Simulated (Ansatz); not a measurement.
Working through band-curvature effective masses by finite differences of Y₂CN₂O₂, space group P-3m1

With Ansatz 0.2.0 through its Python package.

Run as a notebook:

**Cell 1**
```python
import ansatz as az
from ase import Atoms
import numpy as np
```

**Cell 2**
```python
atoms = Atoms(
    ["Y", "Y", "C", "N", "N", "O", "O"],
    scaled_positions=[
        (1 / 3, 2 / 3, 0.67752),
        (2 / 3, 1 / 3, 0.32248),
        (0.0, 0.0, 0.0),
        (0.0, 0.0, 0.15015),
        (0.0, 0.0, 0.84985),
        (1 / 3, 2 / 3, 0.39666),
        (2 / 3, 1 / 3, 0.60334),
    ],
    cell=[
        (3.69899, 0.0, 0.0),
        (-1.84949, 3.20342, 0.0),
        (0.0, 0.0, 8.16886),
    ],
    pbc=True,
)
system = az.Crystal.from_ase(atoms)
```

**Cell 3**
```python
system.resolved().sites[-1]
```
Output:
```text
Site(symbol='O', position=(0.6666666666666666, 0.3333333333333333, 0.60334), moment=None, axis=None, held=None, saved=None)
```

**Cell 4**
```python
job = (
    system.calculation()
    .functional("lda")
    .basis(320)
    .kpoints(7, 7, 3, center="gamma")
    .mixing("broyden")
    .scf(lower_state_search="standard")
    .occupations("fixed")
)
# find the band extrema among the mesh points first
res = job.band_table().run(threads=1)
rep = res.report
```
Output:
```text
DeckWarning: basis.ecutwfc = 320 eV is below the records' recommended 420 eV, and the density's cutoff is lower with it unless basis.ecutrho_ratio is high enough to keep the records' density cutoff: compare with a run at a higher cutoff
```

**Cell 5**
```python
res.lattice.cell_ang
```
Output:
```text
array([[ 3.69899040e+00, -2.88675135e-06,  0.00000000e+00],
       [-1.84949270e+00,  3.20342110e+00,  0.00000000e+00],
       [ 0.00000000e+00,  0.00000000e+00,  8.16886000e+00]])
```

**Cell 6**
```python
{key: value for key, value in rep.items() if isinstance(value, (int, float)) and "ev" in key}
```
Output:
```text
{'n_hpsi_unsolved_levels': 384,
 'gap_by_band_count_ev': 3.7089198018660197,
 'fermi_energy_ev': 7.016487690312103,
 'harris_foulkes_ev': -9602.104245177274,
 'free_energy_ev': -9602.104245117978,
 'internal_energy_ev': -9602.104245117978,
 'lagrangian_ev': -9602.104245117978,
 'energy_sigma0_ev': -9602.104245117978,
 'lagrangian_sigma0_ev': -9602.104245117978,
 'entropy_ts_ev': 0.0,
 'loop_fermi_energy_ev': 7.016487690312103,
 'occupations_fermi_energy_ev': 7.016487690312103}
```

**Cell 7**
```python
levels = np.array(rep["eigenvalues_ev"])
filled = round(rep["n_electrons"] / 2)
edges = {"top filled band": (filled - 1, levels[:, filled - 1].argmax()), "lowest empty band": (filled, levels[:, filled].argmin())}
gap = levels[:, filled].min() - levels[:, filled - 1].max()
print(f"gap on the mesh {gap:.3f} eV")
if gap <= 0.05:
    print("no gap: band-edge masses have no meaning here")
    edges = {}
reciprocal = 2 * np.pi * np.linalg.inv(res.lattice.cell_ang).T
step = 0.03  # 1/A
```
Output:
```text
gap on the mesh 3.709 eV
```

**Cell 8**
```python
# second differences give the curvature tensor; masses are hbar^2/m_e = 7.61996 eV A^2 over its eigenvalues
pairs = [(0, 1), (0, 2), (1, 2)]
moves = [sign * axis for axis in np.eye(3) for sign in (-1, 1)]
moves += [s1 * np.eye(3)[i] + s2 * np.eye(3)[j] for i, j in pairs for s1 in (1, -1) for s2 in (1, -1)]
for name, (band, index) in edges.items():
    together = int(np.sum(np.abs(levels[index] - levels[index, band]) < 2e-3))
    print(name, "at k =", np.round(rep["kpoints_frac"][index], 4), f"E = {levels[index, band]:.4f} eV, degeneracy {together}")
    centre = np.array(rep["kpoints_frac"][index]) @ reciprocal
    points = [centre] + [centre + step * move for move in moves]
    table = job.band_structure(points, intervals=1, cartesian=True).run(threads=1).band_structure().channels[0].eigenvalues_ev
    if together > 1:
        level = np.flatnonzero(np.abs(levels[index] - levels[index, band]) < 2e-3)
        along = (table[1, level] + table[2, level] - 2 * table[0, level]) / step ** 2
        print("  degenerate level, no single mass tensor; masses of its branches along x:", np.round(7.61996 / along, 3), "m_e")
        continue
    e = table[:, band]
    hessian = np.diag((e[1:7:2] + e[2:7:2] - 2 * e[0]) / step ** 2)
    for (i, j), (pp, pm, mp, mm) in zip(pairs, e[7:].reshape(3, 4)):
        hessian[i, j] = hessian[j, i] = (pp - pm - mp + mm) / (4 * step ** 2)
    curvatures, axes = np.linalg.eigh(hessian)
    slope = (e[2:7:2] - e[1:7:2]) / (2 * step)
    print("  slope (eV A):", np.round(slope, 3) + 0.0, "" if np.abs(slope).max() < 0.05 else "- no extremum here, so these are local curvatures and no band-edge masses")
    for curvature, axis in zip(curvatures, axes.T):
        print(f"  principal mass {7.61996 / curvature:8.3f} m_e along", np.round(axis, 2) + 0.0)
```
Output:
```text
top filled band at k = [0. 0. 0.] E = 7.0165 eV, degeneracy 2
  degenerate level, no single mass tensor; masses of its branches along x: [-0.654 -1.15 ] m_e
lowest empty band at k = [0. 0. 0.] E = 10.7254 eV, degeneracy 1
  slope (eV A): [0. 0. 0.]
  principal mass    1.269 m_e along [0. 0. 1.]
  principal mass    0.634 m_e along [-0.99  0.12  0.  ]
  principal mass    0.634 m_e along [-0.12 -0.99  0.  ]
```

Caveats:
- The settings weren't tested for convergence.
- The cutoff lies under the one recommended for these potentials.
- Spin is left out of this run.
- Along an axis with an odd division the mesh misses the point at one half; a gap read on a finite mesh is an upper bound on this functional's gap.
- Semilocal gaps usually lie well under measured ones.
- The computed bands are complete only to about 5.9 eV above the Fermi level.
- With fixed filling the reported Fermi level is the top filled level among the k-points of the SCF.
- Only differences from the Fermi energy are physical; the zero of the scale is a convention.
- This cell is a computed structure, which may not be the phase found in nature.
- Gaps and levels are Kohn-Sham values on a finite set of k-points, without spin-orbit coupling.
- Warnings are shown shortened and without file and line.
- The masses are finite-difference curvatures at extrema found on a coarse mesh, which needn't be the true band edges; a step that is long against the gap makes them too heavy. Negative values are curvatures of valence bands (the hole mass is their size). Spin-orbit coupling is left out, and light masses scale with the Kohn-Sham gap.
- Finished in 9.5 s on 1 thread of Arm Neoverse V1, on a shared host, peak memory 0.41 GiB.
